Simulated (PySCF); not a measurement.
**A gas-phase reaction: Cl2H2OSi + FH → ClFH2OSi + ClH**

What reaction energy should one expect for `O[SiH](Cl)Cl` + `F` → `O[SiH](F)Cl` + `Cl`?

Programs: PySCF 2.14.0. All values are calculated, for the isolated system unless a continuum is named. Atoms count from 0, parts from 1.

### 1 The system as given

Each species was relaxed by itself at PBE0-D3(BJ)/def2-SVPD.

### 2 Energies of the species: wB97M-D3(BJ)/def2-TZVPD

The job: settings as JSON, then the geometry in Å.

```
{"job": {"kind": "react", "xc": "wB97M-D3(BJ)", "basis": "def2-TZVPD"}, "charge": 0, "multiplicity": 1}
-1 Cl2H2OSi charge 0 multiplicity 1
O     -0.256770    -0.988620     0.946320
Si     0.376630     0.206510     0.009660
Cl     0.457840    -0.369140    -1.969530
Cl    -0.786630     1.907780     0.093740
H     -1.142650    -1.316170     0.768400
H      1.730520     0.493510     0.510140

-1 FH charge 0 multiplicity 1
F      0.458950     0.032260    -0.003490
H     -0.458950    -0.032260     0.003490

+1 ClFH2OSi charge 0 multiplicity 1
O     -0.175980    -1.244050     0.028510
Si    -0.191840     0.372680    -0.247890
F     -0.218860     1.203570     1.145950
Cl     1.522020     0.974210    -1.218040
H      0.608280    -1.667730     0.387050
H     -1.396350     0.698540    -1.023830

+1 ClH charge 0 multiplicity 1
Cl     0.644670    -0.007510     0.001690
H     -0.643450     0.008660    -0.000640
```

With the program's defaults for keys left out, this is: wB97M-D3(BJ)/def2-TZVPD reaction energy of separated species, gas phase.

Launch:

```bash
$ OMP_NUM_THREADS=1 python cluster_run.py task.json out
```

This one command runs all jobs of the session in turn.

Log:

```text
species 1 (Cl2H2OSi)
coarse grid: 29168 points
cycle   1  E = -1286.5990836786  dE =  3.659e-01  |g| = 7.195e-01  |ddm| = 1.887e+00
cycle   2  E = -1286.5988998050  dE =  1.839e-04  |g| = 7.917e-01  |ddm| = 9.180e-01
cycle   3  E = -1286.7065374015  dE = -1.076e-01  |g| = 6.145e-02  |ddm| = 4.615e-01
cycle   4  E = -1286.7072755136  dE = -7.381e-04  |g| = 2.960e-02  |ddm| = 7.368e-02
cycle   5  E = -1286.7074563307  dE = -1.808e-04  |g| = 3.873e-03  |ddm| = 2.241e-02
cycle   6  E = -1286.7074642158  dE = -7.885e-06  |g| = 1.061e-03  |ddm| = 8.859e-03
final grid: 57376 points
cycle   7  E = -1286.7073944759  dE = -4.871e-07  |g| = 6.274e-04  |ddm| = 2.443e-03
cycle   8  E = -1286.7073945533  dE = -7.738e-08  |g| = 4.928e-04  |ddm| = 9.349e-04
cycle   9  E = -1286.7073946069  dE = -5.361e-08  |g| = 8.422e-05  |ddm| = 3.179e-04
cycle  10  E = -1286.7073946100  dE = -3.075e-09  |g| = 4.775e-05  |ddm| = 1.108e-04
cycle  11  E = -1286.7073946109  dE = -9.495e-10  |g| = 1.441e-05  |ddm| = 8.233e-05
converged SCF energy = -1286.7073946109

species 2 (FH)
coarse grid: 7776 points
cycle   1  E = -100.4688191893  dE = -9.408e-02  |g| = 4.644e-01  |ddm| = 6.197e-01
cycle   2  E = -100.4725001246  dE = -3.681e-03  |g| = 5.038e-01  |ddm| = 3.808e-01
cycle   3  E = -100.5053141876  dE = -3.281e-02  |g| = 2.574e-02  |ddm| = 1.678e-01
cycle   4  E = -100.5053901656  dE = -7.598e-05  |g| = 5.006e-03  |ddm| = 1.077e-02
cycle   5  E = -100.5053948068  dE = -4.641e-06  |g| = 4.334e-04  |ddm| = 3.766e-03
final grid: 16976 points
cycle   6  E = -100.5053934985  dE = -6.409e-08  |g| = 1.053e-04  |ddm| = 8.216e-04
cycle   7  E = -100.5053935020  dE = -3.451e-09  |g| = 7.957e-05  |ddm| = 2.174e-04
cycle   8  E = -100.5053935028  dE = -8.293e-10  |g| = 2.081e-05  |ddm| = 3.728e-05
converged SCF energy = -100.5053935028

species 3 (ClFH2OSi)
coarse grid: 28152 points
cycle   1  E = -926.2378620793  dE =  3.100e-01  |g| = 8.295e-01  |ddm| = 1.880e+00
cycle   2  E = -926.2307477463  dE =  7.114e-03  |g| = 9.391e-01  |ddm| = 9.453e-01
cycle   3  E = -926.3644191348  dE = -1.337e-01  |g| = 5.002e-02  |ddm| = 4.689e-01
cycle   4  E = -926.3649463173  dE = -5.272e-04  |g| = 2.273e-02  |ddm| = 6.629e-02
cycle   5  E = -926.3650552807  dE = -1.090e-04  |g| = 3.801e-03  |ddm| = 2.069e-02
cycle   6  E = -926.3650604640  dE = -5.183e-06  |g| = 7.149e-04  |ddm| = 7.041e-03
final grid: 57232 points
cycle   7  E = -926.3650681614  dE = -3.695e-07  |g| = 4.532e-04  |ddm| = 2.365e-03
cycle   8  E = -926.3650681882  dE = -2.677e-08  |g| = 4.537e-04  |ddm| = 6.909e-04
cycle   9  E = -926.3650682219  dE = -3.374e-08  |g| = 6.205e-05  |ddm| = 2.251e-04
cycle  10  E = -926.3650682240  dE = -2.027e-09  |g| = 3.026e-05  |ddm| = 1.179e-04
cycle  11  E = -926.3650682243  dE = -3.429e-10  |g| = 5.274e-06  |ddm| = 4.473e-05
converged SCF energy = -926.3650682243

species 4 (ClH)
coarse grid: 8792 points
cycle   1  E = -460.8503329664  dE = -8.165e-02  |g| = 2.169e-01  |ddm| = 7.239e-01
cycle   2  E = -460.8625126070  dE = -1.218e-02  |g| = 1.397e-01  |ddm| = 2.651e-01
cycle   3  E = -460.8670520964  dE = -4.539e-03  |g| = 1.358e-02  |ddm| = 9.818e-02
cycle   4  E = -460.8670931798  dE = -4.108e-05  |g| = 3.364e-03  |ddm| = 9.545e-03
cycle   5  E = -460.8670994283  dE = -6.249e-06  |g| = 8.516e-04  |ddm| = 3.915e-03
final grid: 17120 points
cycle   6  E = -460.8670681508  dE = -3.716e-07  |g| = 3.676e-04  |ddm| = 8.891e-04
cycle   7  E = -460.8670681971  dE = -4.627e-08  |g| = 1.618e-04  |ddm| = 3.981e-04
cycle   8  E = -460.8670682036  dE = -6.571e-09  |g| = 4.221e-05  |ddm| = 1.295e-04
cycle   9  E = -460.8670682050  dE = -1.315e-09  |g| = 3.973e-06  |ddm| = 6.531e-05
cycle  10  E = -460.8670682050  dE = -7.162e-12  |g| = 8.165e-07  |ddm| = 3.312e-06
converged SCF energy = -460.8670682050

Reaction energy = -11.464 kcal/mol
```

It took 25 s on 1 thread of Arm Neoverse V2, shared host; peak memory 0.65 GiB.

Species by species (with the dispersion term, which the log's SCF energies lack):

| ν | species | energy (Eh) | HOMO (eV) |
| --- | --- | --- | --- |
| -1 | O[SiH](Cl)Cl | -1286.71414 | -11.59 |
| -1 | F | -100.50563 | -14.54 |
| +1 | O[SiH](F)Cl | -926.37043 | -12.00 |
| +1 | Cl | -460.86761 | -11.93 |

### 3 Reaction energy: PBE0-D3(BJ)/def2-TZVPD

Same as in step 2 but for these lines:

```diff
@@ -1,2 +1,2 @@
-{"job": {"kind": "react", "xc": "wB97M-D3(BJ)", "basis": "def2-TZVPD"}, "charge": 0, "multiplicity": 1}
+{"job": {"kind": "react", "xc": "PBE0", "basis": "def2-TZVPD", "disp": "d3bj"}, "charge": 0, "multiplicity": 1}
 -1 Cl2H2OSi charge 0 multiplicity 1
```

With the program's defaults for keys left out, this is: PBE0-D3(BJ)/def2-TZVPD reaction energy of separated species, gas phase.

Log:

```text
species 1 (Cl2H2OSi)
coarse grid: 7200 points
cycle   1  E = -1285.9476769286  dE =  3.758e-01  |g| = 7.344e-01  |ddm| = 1.961e+00
cycle   2  E = -1285.7926383717  dE =  1.550e-01  |g| = 1.174e+00  |ddm| = 1.129e+00
cycle   3  E = -1286.0444016329  dE = -2.518e-01  |g| = 1.025e-01  |ddm| = 7.324e-01
cycle   4  E = -1286.0464543350  dE = -2.053e-03  |g| = 4.275e-02  |ddm| = 1.131e-01
cycle   5  E = -1286.0468053944  dE = -3.511e-04  |g| = 8.870e-03  |ddm| = 3.504e-02
cycle   6  E = -1286.0468239909  dE = -1.860e-05  |g| = 3.061e-03  |ddm| = 8.636e-03
cycle   7  E = -1286.0468262964  dE = -2.306e-06  |g| = 3.116e-04  |ddm| = 2.081e-03
final grid: 57376 points
cycle   8  E = -1286.0479334653  dE = -2.118e-05  |g| = 5.122e-03  |ddm| = 2.126e-02
cycle   9  E = -1286.0479290580  dE =  4.407e-06  |g| = 6.823e-03  |ddm| = 6.860e-03
cycle  10  E = -1286.0479370413  dE = -7.983e-06  |g| = 9.777e-04  |ddm| = 4.242e-03
cycle  11  E = -1286.0479371882  dE = -1.470e-07  |g| = 1.231e-04  |ddm| = 5.834e-04
cycle  12  E = -1286.0479371914  dE = -3.206e-09  |g| = 4.121e-05  |ddm| = 1.429e-04
cycle  13  E = -1286.0479371919  dE = -4.275e-10  |g| = 1.167e-05  |ddm| = 3.788e-05
converged SCF energy = -1286.0479371919

species 2 (FH)
coarse grid: 1712 points
cycle   1  E = -100.3540927862  dE = -3.605e-02  |g| = 4.957e-01  |ddm| = 6.253e-01
cycle   2  E = -100.3145746465  dE =  3.952e-02  |g| = 7.430e-01  |ddm| = 5.125e-01
cycle   3  E = -100.3938153459  dE = -7.924e-02  |g| = 2.284e-02  |ddm| = 2.892e-01
cycle   4  E = -100.3938909094  dE = -7.556e-05  |g| = 4.205e-03  |ddm| = 9.787e-03
cycle   5  E = -100.3938928931  dE = -1.984e-06  |g| = 3.555e-04  |ddm| = 1.247e-03
final grid: 16976 points
cycle   6  E = -100.3948396070  dE = -1.854e-05  |g| = 3.986e-03  |ddm| = 7.494e-03
cycle   7  E = -100.3948376940  dE =  1.913e-06  |g| = 5.481e-03  |ddm| = 3.344e-03
cycle   8  E = -100.3948417579  dE = -4.064e-06  |g| = 9.955e-05  |ddm| = 2.007e-03
cycle   9  E = -100.3948417592  dE = -1.286e-09  |g| = 1.781e-05  |ddm| = 3.934e-05
cycle  10  E = -100.3948417592  dE = -4.852e-11  |g| = 3.053e-06  |ddm| = 1.026e-05
converged SCF energy = -100.3948417592

species 3 (ClFH2OSi)
coarse grid: 6664 points
cycle   1  E = -925.6652002629  dE =  3.524e-01  |g| = 8.595e-01  |ddm| = 1.962e+00
cycle   2  E = -925.4810347479  dE =  1.842e-01  |g| = 1.358e+00  |ddm| = 1.180e+00
cycle   3  E = -925.7884542099  dE = -3.074e-01  |g| = 7.685e-02  |ddm| = 7.482e-01
cycle   4  E = -925.7895258709  dE = -1.072e-03  |g| = 4.019e-02  |ddm| = 9.108e-02
cycle   5  E = -925.7898186280  dE = -2.928e-04  |g| = 9.299e-03  |ddm| = 3.034e-02
cycle   6  E = -925.7898311996  dE = -1.257e-05  |g| = 4.037e-03  |ddm| = 6.782e-03
cycle   7  E = -925.7898335833  dE = -2.384e-06  |g| = 7.687e-04  |ddm| = 2.192e-03
final grid: 57232 points
cycle   8  E = -925.7932934259  dE = -2.773e-05  |g| = 5.022e-03  |ddm| = 2.136e-02
cycle   9  E = -925.7932886824  dE =  4.743e-06  |g| = 6.997e-03  |ddm| = 6.550e-03
cycle  10  E = -925.7932971916  dE = -8.509e-06  |g| = 7.558e-04  |ddm| = 4.017e-03
cycle  11  E = -925.7932972729  dE = -8.121e-08  |g| = 1.804e-04  |ddm| = 4.988e-04
cycle  12  E = -925.7932972803  dE = -7.495e-09  |g| = 4.857e-05  |ddm| = 1.749e-04
cycle  13  E = -925.7932972808  dE = -4.547e-10  |g| = 1.558e-05  |ddm| = 2.931e-05
converged SCF energy = -925.7932972808

species 4 (ClH)
coarse grid: 2248 points
cycle   1  E = -460.6537836305  dE = -4.644e-02  |g| = 1.882e-01  |ddm| = 7.411e-01
cycle   2  E = -460.6558523236  dE = -2.069e-03  |g| = 1.902e-01  |ddm| = 3.151e-01
cycle   3  E = -460.6653813649  dE = -9.529e-03  |g| = 1.506e-02  |ddm| = 1.513e-01
cycle   4  E = -460.6654034222  dE = -2.206e-05  |g| = 2.693e-03  |ddm| = 7.323e-03
cycle   5  E = -460.6654049700  dE = -1.548e-06  |g| = 1.111e-03  |ddm| = 2.553e-03
final grid: 17120 points
cycle   6  E = -460.6658902677  dE = -4.429e-06  |g| = 2.164e-03  |ddm| = 7.337e-03
cycle   7  E = -460.6658902972  dE = -2.949e-08  |g| = 1.795e-03  |ddm| = 2.512e-03
cycle   8  E = -460.6658909149  dE = -6.177e-07  |g| = 1.533e-04  |ddm| = 1.363e-03
cycle   9  E = -460.6658909218  dE = -6.901e-09  |g| = 2.147e-05  |ddm| = 1.086e-04
cycle  10  E = -460.6658909219  dE = -1.010e-10  |g| = 4.934e-06  |ddm| = 1.681e-05
converged SCF energy = -460.6658909219

Reaction energy = -9.469 kcal/mol
```

Run time: 12 s. Hardware: 1 thread of Arm Neoverse V2, shared host; peak memory 0.61 GiB.

Reaction energy at this level: -9.47 kcal/mol.

### 4 Reaction energy: MP2/def2-TZVPD

Same as in step 3 but for these lines:

```diff
@@ -1,2 +1,2 @@
-{"job": {"kind": "react", "xc": "PBE0", "basis": "def2-TZVPD", "disp": "d3bj"}, "charge": 0, "multiplicity": 1}
+{"job": {"kind": "react", "xc": "MP2", "basis": "def2-TZVPD"}, "charge": 0, "multiplicity": 1}
 -1 Cl2H2OSi charge 0 multiplicity 1
```

Level: MP2/def2-TZVPD reaction energy of separated species, gas phase.

Log:

```text
species 1 (Cl2H2OSi)
final grid: 57376 points
cycle   1  E = -1284.1129236370  dE =  3.357e-01  |g| = 5.877e-01  |ddm| = 1.860e+00
cycle   2  E = -1284.1738670467  dE = -6.094e-02  |g| = 3.481e-01  |ddm| = 6.012e-01
cycle   3  E = -1284.1967102598  dE = -2.284e-02  |g| = 4.577e-02  |ddm| = 2.332e-01
cycle   4  E = -1284.1974232805  dE = -7.130e-04  |g| = 1.543e-02  |ddm| = 6.426e-02
cycle   5  E = -1284.1975017917  dE = -7.851e-05  |g| = 4.617e-03  |ddm| = 1.751e-02
cycle   6  E = -1284.1975122306  dE = -1.044e-05  |g| = 1.224e-03  |ddm| = 6.630e-03
cycle   7  E = -1284.1975134989  dE = -1.268e-06  |g| = 3.176e-04  |ddm| = 2.132e-03
cycle   8  E = -1284.1975135796  dE = -8.068e-08  |g| = 7.633e-05  |ddm| = 5.833e-04
cycle   9  E = -1284.1975135828  dE = -3.149e-09  |g| = 1.690e-05  |ddm| = 1.226e-04
cycle  10  E = -1284.1975135829  dE = -1.660e-10  |g| = 3.630e-06  |ddm| = 3.422e-05
converged SCF energy = -1284.1975135829

species 2 (FH)
final grid: 16976 points
cycle   1  E = -100.0371197520  dE = -1.649e-01  |g| = 4.007e-01  |ddm| = 6.032e-01
cycle   2  E = -100.0578875082  dE = -2.077e-02  |g| = 2.336e-01  |ddm| = 2.533e-01
cycle   3  E = -100.0646339621  dE = -6.746e-03  |g| = 2.356e-02  |ddm| = 8.091e-02
cycle   4  E = -100.0647513927  dE = -1.174e-04  |g| = 6.199e-03  |ddm| = 1.253e-02
cycle   5  E = -100.0647671050  dE = -1.571e-05  |g| = 1.459e-03  |ddm| = 5.122e-03
cycle   6  E = -100.0647683780  dE = -1.273e-06  |g| = 2.290e-04  |ddm| = 1.848e-03
cycle   7  E = -100.0647684124  dE = -3.438e-08  |g| = 1.958e-05  |ddm| = 4.211e-04
cycle   8  E = -100.0647684126  dE = -1.849e-10  |g| = 2.360e-06  |ddm| = 2.495e-05
converged SCF energy = -100.0647684126

species 3 (ClFH2OSi)
final grid: 57232 points
cycle   1  E = -924.0906742716  dE =  2.213e-01  |g| = 6.809e-01  |ddm| = 1.845e+00
cycle   2  E = -924.1591406618  dE = -6.847e-02  |g| = 4.145e-01  |ddm| = 5.985e-01
cycle   3  E = -924.1857314418  dE = -2.659e-02  |g| = 4.595e-02  |ddm| = 2.289e-01
cycle   4  E = -924.1864047635  dE = -6.733e-04  |g| = 1.308e-02  |ddm| = 6.395e-02
cycle   5  E = -924.1864627084  dE = -5.794e-05  |g| = 3.483e-03  |ddm| = 1.694e-02
cycle   6  E = -924.1864682745  dE = -5.566e-06  |g| = 9.882e-04  |ddm| = 5.238e-03
cycle   7  E = -924.1864690252  dE = -7.507e-07  |g| = 3.004e-04  |ddm| = 1.684e-03
cycle   8  E = -924.1864690830  dE = -5.788e-08  |g| = 1.310e-04  |ddm| = 4.478e-04
cycle   9  E = -924.1864690884  dE = -5.353e-09  |g| = 2.435e-05  |ddm| = 1.311e-04
cycle  10  E = -924.1864690887  dE = -3.411e-10  |g| = 5.162e-06  |ddm| = 4.509e-05
converged SCF energy = -924.1864690887

species 4 (ClH)
final grid: 17120 points
cycle   1  E = -460.0817347795  dE = -1.009e-01  |g| = 2.132e-01  |ddm| = 7.101e-01
cycle   2  E = -460.0969049527  dE = -1.517e-02  |g| = 8.401e-02  |ddm| = 2.053e-01
cycle   3  E = -460.0986383473  dE = -1.733e-03  |g| = 1.826e-02  |ddm| = 5.472e-02
cycle   4  E = -460.0988469150  dE = -2.086e-04  |g| = 6.315e-03  |ddm| = 1.638e-02
cycle   5  E = -460.0988769151  dE = -3.000e-05  |g| = 1.289e-03  |ddm| = 7.398e-03
cycle   6  E = -460.0988781312  dE = -1.216e-06  |g| = 2.808e-04  |ddm| = 1.659e-03
cycle   7  E = -460.0988781845  dE = -5.326e-08  |g| = 4.150e-05  |ddm| = 4.895e-04
cycle   8  E = -460.0988781852  dE = -7.342e-10  |g| = 7.806e-06  |ddm| = 6.177e-05
converged SCF energy = -460.0988781852

Reaction energy = -10.371 kcal/mol
```

Wall time 5.7 s (1 thread of Arm Neoverse V2, shared host); peak memory 0.51 GiB.

Reaction energy at this level: -10.37 kcal/mol.

### 5 Comparing the runs

Energies in kcal/mol, with wall time:

| run | reaction | time |
| --- | --- | --- |
| wB97M-D3(BJ)/def2-TZVPD | -11.46 | 25 s |
| PBE0-D3(BJ)/def2-TZVPD | -9.47 | 12 s |
| MP2/def2-TZVPD | -10.37 | 5.7 s |

### 6 Summary of results

```
                                                quantity                     value
               reaction energy (wB97M-D3(BJ)/def2-TZVPD)           -11.46 kcal/mol
                     ΔH, ΔG at 298 K (xTB thermal terms)     -12.6, -12.9 kcal/mol
range of the reaction energy over the runs of this table  -11.46 to -9.47 kcal/mol
```

**Reading.** The reaction is exothermic by 12.6 kcal/mol in the gas phase; dispersion gives +0.68, and xTB itself gave -19.95 for the electronic energy (xTB energies and thermal terms come from the earlier relaxation of each species, not shown). No barrier was sought. The reaction energy runs from -11.46 (wB97M-D3(BJ)/def2-TZVPD) to -9.47 kcal/mol (PBE0-D3(BJ)/def2-TZVPD).
